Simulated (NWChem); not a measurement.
# C2H6ClNSi (SMILES C=C[SiH](N)Cl) at 3 levels

We compute a comparison of 3 runs (HF/STO-3G, HF/3-21G, B3LYP/6-31G*) of C2H6ClNSi. 

The calculation is run with NWChem 7.3.0.

## 1. The molecule

The species is C2H6ClNSi (11 atoms), meant as a singlet with charge 0. As SMILES, `C=C[SiH](N)Cl`. Geometry: relaxed at PBE0-D4/def2-TZVP. This is one conformer, not always the lowest.

Bond lengths: C1–C2 1.329 Å, C2–Si3 1.850 Å, Si3–N4 1.703 Å, Si3–Cl5 2.077 Å, C1–H6 1.086 Å, C1–H7 1.086 Å, C2–H8 1.090 Å, Si3–H9 1.480 Å, N4–H10 1.008 Å, N4–H11 1.007 Å. Some angles: C1–C2–Si3 125.0°, C2–Si3–N4 108.9°, C2–Si3–Cl5 107.5°, N4–Si3–Cl5 114.6°, C1–C2–H8 118.4°, Si3–C2–H8 116.5°, C2–C1–H6 121.5°, C2–C1–H7 121.9°, C2–Si3–H9 113.8°, N4–Si3–H9 107.0°.

## 2. Energy and forces at HF/STO-3G (run 1)

struct.nw

```
start struct
title "C2H6ClNSi"
memory total 2200 mb
charge 0

geometry units angstrom noautosym nocenter noautoz
   C       -2.009100      -0.223800       0.193800
   C       -0.763200      -0.607700       0.453800
   Si       0.734800       0.466000       0.292000
   N        1.868300      -0.317300      -0.709400
   Cl       0.104400       2.319600      -0.400900
   H       -2.233700       0.783700      -0.142800
   H       -2.853600      -0.897600       0.307100
   H       -0.595000      -1.630400       0.790600
   H        1.412600       0.742400       1.578700
   H        1.579200      -0.700400      -1.595600
   H        2.820800       0.008500      -0.746800
end

basis "ao basis" spherical bse
   * library STO-3G
end

scf
   thresh 1e-08
   maxiter 80
   print low
end

task scf gradient
```

Run with:

```console
$ nwchem struct.nw > struct.out
```

Output:

```text
[...]
  functions       =    39
[...]
  wavefunction    = RHF
[...]
         Total SCF energy =   -872.269358835705
      One-electron energy =  -1760.928680366428
      Two-electron energy =    610.685681774179
 Nuclear repulsion energy =    277.973639756544
        Time for solution =      2.3s
[...]
                         RHF ENERGY GRADIENTS
    atom               coordinates                        gradient
                 x          y          z           x          y          z
   1 C      -3.796648  -0.422921   0.366229   -0.031053   0.009751  -0.006718
   2 C      -1.442239  -1.148386   0.857558    0.028936  -0.005878   0.004068
   3 Si      1.388571   0.880612   0.551800   -0.016684   0.011061  -0.033220
   4 N       3.530575  -0.599610  -1.340572    0.008259  -0.001539  -0.009133
   5 Cl      0.197287   4.383408  -0.757591    0.001840  -0.010075   0.006065
   6 H      -4.221081   1.480978  -0.269853    0.002122   0.002296  -0.000361
   7 H      -5.392522  -1.696218   0.580335   -0.000892  -0.002839   0.000798
   8 H      -1.124387  -3.081009   1.494017    0.000289  -0.006024   0.002094
   9 H       2.669427   1.402933   2.983310    0.014650   0.004815   0.025117
  10 H       2.984255  -1.323564  -3.015247    0.000875   0.002096   0.008788
  11 H       5.330539   0.016063  -1.411247   -0.008342  -0.003665   0.002504
[...]
```

Wall time 3.9 s (1 thread of Intel Xeon 6975P-C (Granite Rapids), shared host); peak memory 0.096 GiB.

## 3. Energy and gradient at HF/3-21G (run 2)

run.py

```python
from ase import Atoms
from ase.calculators.nwchem import NWChem

system = Atoms(['C', 'C', 'Si', 'N', 'Cl', 'H', 'H', 'H', 'H', 'H', 'H'], positions=[
    [-2.009100, -0.223800, 0.193800],
    [-0.763200, -0.607700, 0.453800],
    [0.734800, 0.466000, 0.292000],
    [1.868300, -0.317300, -0.709400],
    [0.104400, 2.319600, -0.400900],
    [-2.233700, 0.783700, -0.142800],
    [-2.853600, -0.897600, 0.307100],
    [-0.595000, -1.630400, 0.790600],
    [1.412600, 0.742400, 1.578700],
    [1.579200, -0.700400, -1.595600],
    [2.820800, 0.008500, -0.746800],
])

calc = NWChem(
    label='mymol',
    theory='scf',
    memory='2200 mb',
    basis='3-21G',
    basispar='spherical bse',
    scf={'nopen': '0', 'rhf': None, 'thresh': '1e-08', 'maxiter': '80'},
)
system.calc = calc

forces = system.get_forces()
print(f"energy = {system.get_potential_energy():.6f} eV")
print("forces (eV/A):")
for s, f in zip(system.symbols, forces):
    print(f"{s:2s} {f[0]:10.5f} {f[1]:10.5f} {f[2]:10.5f}")
print("dipole (e A):", system.get_dipole_moment().round(4))
```

Run with:

```console
$ export ASE_NWCHEM_COMMAND="nwchem PREFIX.nwi > PREFIX.nwo"
$ python run.py
```

Output:

```text
energy = -23883.462229 eV
forces (eV/A):
C     0.11056   -0.04119    0.04021
C    -1.15365   -0.49545    0.09127
Si    0.60642   -1.52343    1.57876
N     0.75945    0.24883   -1.16795
Cl   -0.63933    1.99590   -0.76285
H     0.01702   -0.44197    0.13997
H     0.33404    0.29887   -0.06253
H     0.00797    0.41559   -0.13869
H    -0.07199    0.03805   -0.07358
H     0.08305   -0.21320    0.24353
H    -0.05348   -0.28205    0.11189
dipole (e A): [ 0.1042 -0.5608 -0.0891]
```

The calculator wrote mymol.nwi:

```
title "mymol"

permanent_dir mymol

scratch_dir mymol

start mymol

geometry units angstrom nocenter noautosym noautoz
  C  -2.0091000000000001e+00 -2.2380000000000000e-01 1.9380000000000000e-01
  C  -7.6319999999999999e-01 -6.0770000000000002e-01 4.5379999999999998e-01
  Si 7.3480000000000001e-01 4.6600000000000003e-01 2.9199999999999998e-01
  N  1.8683000000000001e+00 -3.1730000000000003e-01 -7.0940000000000003e-01
  Cl 1.0440000000000001e-01 2.3195999999999999e+00 -4.0089999999999998e-01
  H  -2.2336999999999998e+00 7.8369999999999995e-01 -1.4280000000000001e-01
  H  -2.8536000000000001e+00 -8.9759999999999995e-01 3.0709999999999998e-01
  H  -5.9499999999999997e-01 -1.6304000000000001e+00 7.9059999999999997e-01
  H  1.4126000000000001e+00 7.4239999999999995e-01 1.5787000000000000e+00
  H  1.5791999999999999e+00 -7.0040000000000002e-01 -1.5955999999999999e+00
  H  2.8208000000000002e+00 8.5000000000000006e-03 -7.4680000000000002e-01
end

memory 2200 mb

basis spherical bse noprint
   * library 3-21G
end

scf
  nopen 0
  rhf
  thresh 1e-08
  maxiter 80
end

task scf gradient
```

mymol.nwo, cut to the lines that bear on the results:

```text
[...]
      One-electron energy =  -1764.303962615744
[... 1 line left out ...]
 Nuclear repulsion energy =    277.973639756543
[... 46 lines left out ...]
                       ROHF Final Molecular Orbital Analysis
[... 248 lines left out ...]
     1   1 0 0      0.196880      0.000000     16.320807
[...]
  wavefunction    =   RHF
                         RHF ENERGY GRADIENTS
    atom               coordinates                        gradient
                 x          y          z           x          y          z
   1 C      -3.796648  -0.422921   0.366229   -0.002150   0.000801  -0.000782
   2 C      -1.442239  -1.148386   0.857558    0.022435   0.009635  -0.001775
   3 Si      1.388571   0.880612   0.551800   -0.011793   0.029626  -0.030702
[... 7 lines of this table left out ...]
  11 H       5.330539   0.016063  -1.411247    0.001040   0.005485  -0.002176
[...]
```

It took 5.1 s on 1 thread of Intel Xeon 6975P-C (Granite Rapids), shared host; peak memory 0.096 GiB.

## 4. Energy and forces at B3LYP/6-31G(d) (Cartesian functions) (run 3)

run.py, as its differences from that of step 3:

```diff
@@ -18,8 +18,7 @@
 calc = NWChem(
-    label='mymol',
-    theory='scf',
+    label='mol',
+    theory='dft',
     memory='2200 mb',
-    basis='3-21G',
-    basispar='spherical bse',
-    scf={'nopen': '0', 'rhf': None, 'thresh': '1e-08', 'maxiter': '80'},
+    basis='6-31G*',
+    dft={'xc': 'b3lyp', 'mult': '1', 'grid': 'fine', 'convergence': 'energy 1e-08', 'iterations': '100', 'mulliken': None},
 )
@@ -28,3 +27,3 @@
 forces = system.get_forces()
-print(f"energy = {system.get_potential_energy():.6f} eV")
+print("Total energy (eV):", round(system.get_potential_energy(), 6))
 print("forces (eV/A):")
```

Run with:

```console
$ export ASE_NWCHEM_COMMAND="nwchem PREFIX.nwi > PREFIX.nwo"
$ python run.py
```

Output:

```text
Total energy (eV): -24063.688948
forces (eV/A):
C    -0.40546    0.10022   -0.06639
C     0.30524   -0.18126    0.09534
Si    0.00504   -0.13401    0.40166
N     0.16517   -0.20893   -0.01404
Cl   -0.12917    0.50820   -0.16383
H    -0.08120    0.04294   -0.02695
H    -0.10943   -0.02941   -0.00303
H     0.02211   -0.08572    0.02525
H     0.02982    0.00823    0.00627
H    -0.06428   -0.10382   -0.23196
H     0.26210    0.08351   -0.02227
dipole (e A): [ 0.1122 -0.4214 -0.14  ]
```

The calculator wrote mol.nwi:

```
title "mol"

permanent_dir mol

scratch_dir mol

start mol

geometry units angstrom nocenter noautosym noautoz
  C  -2.0091000000000001e+00 -2.2380000000000000e-01 1.9380000000000000e-01
  C  -7.6319999999999999e-01 -6.0770000000000002e-01 4.5379999999999998e-01
  Si 7.3480000000000001e-01 4.6600000000000003e-01 2.9199999999999998e-01
  N  1.8683000000000001e+00 -3.1730000000000003e-01 -7.0940000000000003e-01
  Cl 1.0440000000000001e-01 2.3195999999999999e+00 -4.0089999999999998e-01
  H  -2.2336999999999998e+00 7.8369999999999995e-01 -1.4280000000000001e-01
  H  -2.8536000000000001e+00 -8.9759999999999995e-01 3.0709999999999998e-01
  H  -5.9499999999999997e-01 -1.6304000000000001e+00 7.9059999999999997e-01
  H  1.4126000000000001e+00 7.4239999999999995e-01 1.5787000000000000e+00
  H  1.5791999999999999e+00 -7.0040000000000002e-01 -1.5955999999999999e+00
  H  2.8208000000000002e+00 8.5000000000000006e-03 -7.4680000000000002e-01
end

memory 2200 mb

basis noprint
   * library 6-31G*
end

dft
  xc b3lyp
  mult 1
  grid fine
  convergence energy 1e-08
  iterations 100
  mulliken
end

task dft gradient
```

mol.nwo, cut to the lines that bear on the results:

```text
[...]
         Total DFT energy =     -884.324265069311
[...]
  wavefunction    = closed shell
                         DFT ENERGY GRADIENTS
    atom               coordinates                        gradient
                 x          y          z           x          y          z
   1 C      -3.796648  -0.422921   0.366229    0.007885  -0.001949   0.001291
   2 C      -1.442239  -1.148386   0.857558   -0.005936   0.003525  -0.001854
   3 Si      1.388571   0.880612   0.551800   -0.000098   0.002606  -0.007811
[... 7 lines of this table left out ...]
  11 H       5.330539   0.016063  -1.411247   -0.005097  -0.001624   0.000433
[...]
```

It took 30 s on 1 thread of Intel Xeon 6975P-C (Granite Rapids), shared host; peak memory 0.12 GiB.

## 5. All runs side by side

```csv
run,level,Cartesian functions,iteration cap,energy (Eh),largest force (eV/Å),wall time
1,HF/STO-3G,no,80,-872.269359,1.994,3.9 s
2,HF/3-21G,no,80,-877.701055,2.276,5.1 s
3,B3LYP/6-31G* (Cartesian functions),yes,100,-884.324265,0.549,30 s
```

## 6. Outcome

| quantity | value |
| --- | --- |
| run 3: total energy | -884.32427 Eh |
| run 3: dipole moment | 2.20 D |
| run 3: HOMO energy | -7.36 eV |
| run 3: LUMO energy | -0.48 eV |
| run 3: HOMO–LUMO gap | 6.88 eV |
| run 3: largest force on an atom | 0.549 eV/Å |

What this shows: In run 1 the basis is minimal, so the values are rough. All runs together took 39 s, the longest 30 s.
